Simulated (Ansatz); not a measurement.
HfB2, space group P6/mmm, a relaxation of cell and ions

Computed with the Python package of Ansatz (0.2.0).

Typed at the interpreter:
```pycon
>>> import ansatz as az
>>> from ase import Atoms
>>> from ase.data import atomic_numbers
>>> from ase.io import write
>>> import matplotlib.pyplot as plt
>>> import numpy as np
>>> import spglib
>>> def edges_and_angles(cell):
...     cell = np.asarray(cell)
...     a, b, c = np.linalg.norm(cell, axis=1)
...     cosines = cell[1] @ cell[2] / (b * c), cell[0] @ cell[2] / (a * c), cell[0] @ cell[1] / (a * b)
...     return (a, b, c, *np.degrees(np.arccos(cosines)))
...
>>> system = (
...     az.Lattice.from_parameters(3.14, 3.14, 3.48, alpha=90.0, beta=90.0, gamma=120.0)
...     .atom("Hf", [0.0, 0.0, 0.0])
...     .atom("B", [1 / 3, 2 / 3, 0.5])
...     .atom("B", [2 / 3, 1 / 3, 0.5])
... )
>>> system.resolved().tree()["lattice"]
((3.14, 0.0, 0.0), (-1.5699999999999994, 2.7193197678831376, 0.0), (2.1308854305163945e-16, 3.690801830762675e-16, 3.4800000000000004))
>>> # a pressure is positive in compression
>>> setup = (
...     system.calculation()
...     .functional("lda")
...     .basis(380)
...     .kpoints(10, 10, 8)
...     .occupations("gaussian", width=0.2)
...     .scf(tolerance=1e-06, max_iterations=60)
...     .relax(force_tolerance=0.05, density_extrapolation="second_order", pressure=-2, stress_tolerance=0.1)
... )
>>> steps = []
>>> def collect(event):
...     if event["event"] == "relax_step":
...         steps.append(event["data"])
...
>>> result = setup.session().plan().execute(on_event=collect)
DeckWarning: basis.ecutwfc = 380 eV is below the records' recommended 420 eV, and the density's cutoff is lower with it unless basis.ecutrho_ratio is high enough to keep the records' density cutoff: compare with a run at a higher cutoff
DeckWarning: scf.convergence.dr2_threshold = 1e-6 eV is looser than this run's default, which is 1e-7 eV or tighter. The error in the forces grows as the threshold's square root, so leave the key out unless less accurate forces are enough
DeckWarning: relax.cell: scf.convergence.dr2_threshold = 1e-6 eV is looser than the 1.2e-9 eV advised for a relaxation that steers and ends on the stress (1e-10 eV for each atom of the cell: 3, times [...]
>>> summary = result.report
>>> summary["converged"], summary["free_energy_ev"]
(True, -15779.683979886102)
>>> summary["free_energy_ev"]
-15779.683979886102
>>> result.unlabelled_reasons
>>> print("step   energy (eV)     max comp. (eV/A)   P (GPa)  SCF")
step   energy (eV)     max comp. (eV/A)   P (GPa)  SCF
>>> for s in steps:
...     print(f"{s['step']:4d} {s['lagrangian_ev']:15.5f} {s['allowed_force_max_ev_ang']:12.4f} {s['pressure_gpa']:10.3f} {s['n_scf']:5d}")
...
   1    -15779.64735       0.0000    -10.096     6
   2    -15779.68587       0.0000      0.969     5
   3    -15779.68691       0.0000     -1.807     5
   4    -15779.68691       0.0000     -2.090     2
   5    -15779.68707       0.0000     -1.997     2
   6    -15779.68384       0.0000     -2.109     2
   7    -15779.68403       0.0000     -1.999     2
   8    -15779.68398       0.0000     -2.003     2
>>> first, last = steps[0], steps[-1]
>>> symbols = [site.symbol for site in result.lattice.sites]
>>> print(f"energy gained {first['lagrangian_ev'] - last['lagrangian_ev']:.4f} eV in {len(steps) - 1} steps")
energy gained 0.0366 eV in 7 steps
>>> for label, vectors in (("before", first["cell_ang"]), ("after", result.lattice.cell_ang)):
...     print(label, "a b c (A) {:.4f} {:.4f} {:.4f}  angles {:.2f} {:.2f} {:.2f}".format(*edges_and_angles(vectors)), f" V = {abs(np.linalg.det(vectors)):.3f} A^3")
...
before a b c (A) 3.1400 3.1400 3.4800  angles 90.00 90.00 120.00  V = 29.715 A^3
after a b c (A) 3.1093 3.1093 3.4353  angles 90.00 90.00 120.00  V = 28.763 A^3
>>> print("final stress xx yy zz (GPa, compression positive):", np.round(np.diag(summary["stress_gpa"]), 3) + 0.0)
final stress xx yy zz (GPa, compression positive): [-2.004 -2.004 -2.002]
>>> fig, (top, bottom) = plt.subplots(2, 1, sharex=True, figsize=(4.5, 4))
>>> top.plot([s["lagrangian_ev"] - last["lagrangian_ev"] for s in steps], "o-")
[<matplotlib.lines.Line2D object at 0x...>]
>>> top.set_ylabel("E - E(final) (eV)")
Text(0, 0.5, 'E - E(final) (eV)')
>>> bottom.semilogy([max(s["allowed_force_max_ev_ang"], 1e-6) for s in steps], "s-")
[<matplotlib.lines.Line2D object at 0x...>]
>>> bottom.set(xlabel="step", ylabel="largest force (eV/A)")
[Text(0.5, 0, 'step'), Text(0, 0.5, 'largest force (eV/A)')]
>>> fig.tight_layout()
>>> fig.savefig("relax.png", dpi=100)
>>> relaxed = Atoms(symbols, positions=[site.position_ang for site in result.lattice.sites], cell=result.lattice.cell_ang, pbc=True)
>>> write("relaxed.extxyz", relaxed, format="extxyz")
>>> fractions = [site.position_frac for site in result.lattice.sites]
>>> numbers = [atomic_numbers[s] for s in symbols]
>>> for tolerance in (1e-3, 1e-2, 1e-1):
...     print(f"space group at {tolerance} A:", spglib.get_spacegroup((result.lattice.cell_ang, fractions, numbers), symprec=tolerance))
...
space group at 0.001 A: P6/mmm (191)
space group at 0.01 A: P6/mmm (191)
space group at 0.1 A: P6/mmm (191)
>>> for key in ("converged", "n_iterations", "n_electrons", "n_kpoints", "n_pw", "n_symmetry_ops", "free_energy_ev", "fermi_energy_ev"):
...     print(f"{key:18s} {summary[key]}")
...
converged          True
n_iterations       2
n_electrons        32.0
n_kpoints          70
n_pw               455
n_symmetry_ops     24
free_energy_ev     -15779.683979886102
fermi_energy_ev    20.780113683255422
```

File `relaxed.extxyz` afterwards:
```text
3
Lattice="3.1093472647211553 1.5306586066195618e-18 -8.563122586860289e-19 -1.554673632360577 2.6927737204361786 -1.6916500165708004e-18 2.1005933497477832e-16 3.6276443248220457e-16 3.4352695731019187" Properties=species:S:1:pos:R:3 pbc="T T T"
Hf       0.00000000      -0.00000000      -0.00000000
B        0.00000000       1.79518248       1.71763479
B        1.55467363       0.89759124       1.71763479
```

These settings explore the input space; cutoff and mesh may be short of convergence. The cutoff lies under the one recommended for these potentials. Forces vanish by symmetry, so the ions can't move, and the end may be a saddle. Under the recommended cutoff a pressure can be off by several GPa, even in sign. Part of the cell is held or a pressure is applied, so the end point needn't be the zero-pressure lattice. At a fixed pressure a relaxation lowers the enthalpy F + PV, while F alone can rise. The mesh is modest for a metal, so energies can be off by several to tens of meV an atom and pressures by half a GPa or more; differences at equal mesh fare better. The zero of the levels is a convention of the potentials, so an absolute Fermi energy is no work function. Energies along a relaxation are free energies. Rows at an unchanged volume are solved on a plane-wave basis chosen afresh for that cell, so the energy jumps there and such rows are no steps of the walk. Symmetry holds the cell in this phase, whether or not it is the stable one at this pressure. Spin-orbit coupling, which matters for elements this heavy, is left out. The structure is a deposited one; some such entries were measured under pressure or heat, so a shift against it needn't be the functional's error alone. Warnings are shown shortened and without file and line. The whole script took 24 s on 1 thread of Arm Neoverse N1, with other jobs on the host, peak memory 0.47 GiB.
